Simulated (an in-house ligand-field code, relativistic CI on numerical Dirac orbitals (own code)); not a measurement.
# d4 in a ligand field: terms for several parameter sets

Which terms of d4 lie lowest for given Racah parameters and ligand field?

Method: parametric ligand-field model of a d^n configuration (Racah B and C, spin-orbit zeta, crystal field), exact diagonalisation. Code: an in-house ligand-field code version 1.

**1. The system**

- shell: d4
- set 1 (cm⁻¹): B = 970, C = 4330, Oh, 10Dq = 5000
- set 2 (cm⁻¹): B = 680, C = 3490, D3d, 10Dq = 27750, Dsigma = 520, Dtau = -120
- set 3 (cm⁻¹): B = 500, C = 2510, D4h, 10Dq = 14100, Ds = 3000, Dt = 170
- set 4 (cm⁻¹): B = 490, C = 2120, D3d, 10Dq = 32100, Dsigma = -600, Dtau = -230
- set 5 (cm⁻¹): B = 600, C = 2350, D3d, 10Dq = 12200, Dsigma = -770, Dtau = -470
- set 6 (cm⁻¹): B = 500, C = 1870, Oh, 10Dq = 31850
- set 7 (cm⁻¹): B = 490, C = 1850, D4h, 10Dq = 22100, Ds = 3000, Dt = 190
- set 8 (cm⁻¹): B = 760, C = 2900, D4h, 10Dq = 15350, Ds = -1500, Dt = 700

**2. Set 1**

Input settings:

```ini
n = 4
racah_B = 970  # cm-1
racah_C = 4330  # cm-1
zeta = 0  # cm-1
symmetry = Oh
field = {"10Dq": 5000}  # cm-1
```

**3. Set 2**

Input settings:

```ini
n = 4
racah_B = 680  # cm-1
racah_C = 3490  # cm-1
zeta = 0  # cm-1
symmetry = D3d
field = {"10Dq": 27750, "Dsigma": 520, "Dtau": -120}  # cm-1
```

**4. Set 3**

Input settings:

```ini
n = 4
racah_B = 500  # cm-1
racah_C = 2510  # cm-1
zeta = 0  # cm-1
symmetry = D4h
field = {"10Dq": 14100, "Ds": 3000, "Dt": 170}  # cm-1
```

**5. Set 4**

Input settings:

```ini
n = 4
racah_B = 490  # cm-1
racah_C = 2120  # cm-1
zeta = 0  # cm-1
symmetry = D3d
field = {"10Dq": 32100, "Dsigma": -600, "Dtau": -230}  # cm-1
```

**6. Set 5**

Input settings:

```ini
n = 4
racah_B = 600  # cm-1
racah_C = 2350  # cm-1
zeta = 0  # cm-1
symmetry = D3d
field = {"10Dq": 12200, "Dsigma": -770, "Dtau": -470}  # cm-1
```

**7. Set 6**

Input settings:

```ini
n = 4
racah_B = 500  # cm-1
racah_C = 1870  # cm-1
zeta = 0  # cm-1
symmetry = Oh
field = {"10Dq": 31850}  # cm-1
```

**8. Set 7**

Input settings:

```ini
n = 4
racah_B = 490  # cm-1
racah_C = 1850  # cm-1
zeta = 0  # cm-1
symmetry = D4h
field = {"10Dq": 22100, "Ds": 3000, "Dt": 190}  # cm-1
```

**9. Set 8**

Input settings:

```ini
n = 4
racah_B = 760  # cm-1
racah_C = 2900  # cm-1
zeta = 0  # cm-1
symmetry = D4h
field = {"10Dq": 15350, "Ds": -1500, "Dt": 700}  # cm-1
```

(Steps that only read results are left out.)

Q: Predict the outcome of this session. Wanted: lowest terms; sets at their largest spin, of those that allow S over 1.

As calculated:

| set | 10Dq/B (size) | lowest | S | electrons in z² and x²-y² | first level of the same spin (cm⁻¹) |
| --- | --- | --- | --- | --- | --- |
| 1: Oh | 5.2 | 5E | 2.00 | 1.00 | 5T2 5000 |
| 2: D3d | 40.8 | 3A2 | 1.00 | 0.02 | 3E 425 |
| 3: D4h | 28.2 | 5B1 | 2.00 | 1.00 | 5A1 12850 |
| 4: D3d | 65.5 | 3E | 1.00 | 0.01 | 3A2 3248 |
| 5: D3d | 20.3 | 5E | 2.00 | 1.00 | 5A1 6743 |
| 6: Oh | 63.7 | 3T1 | 1.00 | 0.01 | 3E 29939 |
| 7: D4h | 45.1 | 3E | 1.00 | 0.02 | 3A2 7769 |
| 8: D4h | 20.2 | 5A1 | 2.00 | 1.00 | 5B1 2500 |

```
                                                quantity                                                       value
                                            lowest terms  1: 5E, 2: 3A2, 3: 5B1, 4: 3E, 5: 5E, 6: 3T1, 7: 3E, 8: 5A1
sets at their largest spin, of those that allow S over 1                                                  1, 3, 5, 8
```

In words: 4 of 8 sets have the highest spin that their shell allows, S = 2. B, C and the field are free parameters here, not those of a compound.
